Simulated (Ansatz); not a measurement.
Geometry optimisation, DFT PBE-D3(BJ), scalar-relativistic, plane waves, PAW (Ansatz 0.2.0).

Input:

```yaml
crystal:
  lattice:
    - [7.398, 0.0, 0.0]
    - [-3.699, 6.406856, 0.0]
    - [0.0, 0.0, 12.0]
  atoms:
    - { symbol: C, position: [0.0, 0.0, 0.0833333] }
    - { symbol: C, position: [0.2222222, 0.1111111, 0.0833333] }
    - { symbol: C, position: [0.0, 0.3333333, 0.0833333] }
    - { symbol: C, position: [0.2222222, 0.4444444, 0.0833333] }
    - { symbol: C, position: [0.0, 0.6666667, 0.0833333] }
    - { symbol: C, position: [0.2222222, 0.7777778, 0.0833333] }
    - { symbol: C, position: [0.3333333, 0.0, 0.0833333] }
    - { symbol: C, position: [0.5555556, 0.1111111, 0.0833333] }
    - { symbol: C, position: [0.3333333, 0.3333333, 0.0833333] }
    - { symbol: C, position: [0.5555556, 0.4444444, 0.0833333] }
    - { symbol: C, position: [0.3333333, 0.6666667, 0.0833333] }
    - { symbol: C, position: [0.5555556, 0.7777778, 0.0833333] }
    - { symbol: C, position: [0.6666667, 0.0, 0.0833333] }
    - { symbol: C, position: [0.8888889, 0.1111111, 0.0833333] }
    - { symbol: C, position: [0.6666667, 0.3333333, 0.0833333] }
    - { symbol: C, position: [0.8888889, 0.4444444, 0.0833333] }
    - { symbol: C, position: [0.6666667, 0.6666667, 0.0833333] }
    - { symbol: C, position: [0.8888889, 0.7777778, 0.0833333] }
    - { symbol: O, position: [0.3772013, 0.748916, 0.195] }
    - { symbol: H, position: [0.2344131, 0.7056159, 0.2116667] }
    - { symbol: H, position: [0.3910191, 0.6295813, 0.2116667] }
basis:
  ecutwfc: 420.0
kpoints:
  mp_grid: { grid: [2, 2, 1] }
hamiltonian:
  xc: pbe
  dispersion: d3bj
scf:
  occupations: { method: fermi_dirac, width: 0.05 }
  lower_state_search: "off"
relax:
  f_tol: 0.03
  max_steps: 60
  adjacent_minimum: "off"
```

Command:

```bash
$ ansatz run input.yaml --threads 1 --pin off --max-ram 3072MiB --backend cpu --events-out ev --progress --plain --runs-dir out
```

**Question.** Where does it end, and by what steps?

**Answer.** It converged. The force dipped under the threshold on the way, but the program's further checks kept it going. Limits of this set-up: coarse k mesh, slab without dipole correction. After 29 steps the energy has fallen by 7.698 eV; H21 moved furthest, 2.06 Å. The start is strongly strained (largest force component 11 eV/Å), so its close contacts needn't be bonds. Parted: C11–O19 (1.44 → 3.42 Å).

```csv
step,energy less start (eV),largest force component (eV/Å),accepted
0,0.0000,11.382,yes
2,-4.8836,3.983,yes
4,-6.8138,1.836,yes
6,-7.4359,0.475,yes
8,-7.6409,0.523,yes
10,-7.6812,0.087,yes
12,-7.6751,0.725,no
14,-7.6871,0.322,yes
16,-7.6910,0.025,yes
18,-7.6913,0.249,yes
20,-7.6947,0.110,yes
22,-7.6970,0.082,yes
24,-7.6974,0.076,yes
26,-7.6978,0.047,yes
28,-7.6980,0.032,yes
29,-7.6981,0.020,yes
```

```xyz
21
Lattice="7.3980 0.0000 0.0000 -3.6990 6.4069 0.0000 0.0000 0.0000 12.0000" Properties=species:S:1:pos:R:3
C 0.024 -0.008 0.758
C 1.262 0.707 0.758
C -1.201 2.129 0.758
C 0.025 2.835 0.757
C -2.438 4.257 0.756
C -1.201 4.972 0.754
C 2.498 -0.006 0.756
C 3.724 0.701 0.757
C 1.263 2.121 0.759
C 2.499 2.835 0.759
C 0.025 4.264 0.756
C 1.264 4.979 0.756
C 4.962 -0.014 0.757
C 6.198 0.699 0.758
C 3.723 2.128 0.759
C 4.961 2.843 0.757
C 2.499 4.265 0.758
C 3.724 4.972 0.758
O -0.531 4.761 4.095
H -0.399 4.568 3.152
H 0.117 4.193 4.541
```

Whether the end is a true minimum wasn't checked by a vibrational analysis.

The run took 3.7 min on 1 thread of Arm Neoverse V1 (shared host), peak memory 0.66 GiB.
